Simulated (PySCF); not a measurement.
# C3H6F3O2P: the cost of one run

Programs: PySCF 2.14.0, with routines of our own; each step states its level. All values are computed. Atoms count from 0.

## 1. The starting structure

15 atoms, charge 0, multiplicity 1; geometry from: GFN2-xTB.

## 2. Relaxing the molecule at HF/6-31G*

The job: settings as JSON, then the geometry in Å.

```
{"job": {"xc": "HF", "basis": "6-31G*", "grid": 1, "kind": "geom"}, "charge": 0, "multiplicity": 1}
C     -2.119791    -0.561880    -0.232965
P     -0.555128     0.322222    -0.526005
O     -0.120047     0.493567    -1.909775
O     -0.790322     1.707713     0.244116
C      0.659035    -0.582684     0.560033
C      2.019483    -0.032030     0.241637
F      2.524790    -0.517138    -0.889572
F      1.991790     1.306939     0.119072
F      2.924576    -0.294800     1.203674
H     -2.388121    -0.530813     0.817462
H     -2.020424    -1.589756    -0.568903
H     -2.887592    -0.069279    -0.823445
H     -0.327778     2.414748    -0.213118
H      0.648681    -1.649536     0.344245
H      0.436435    -0.409285     1.611632
```

Started as:

```
> OMP_NUM_THREADS=1 python excited_run.py task.json out
```

One launch serves the whole session: the jobs run in the order shown.

**Question.** How long does this first job take on 1 thread of Arm Neoverse V1, shared host, and how much memory does it need?

About 45 s, with a peak of 0.6 GiB.
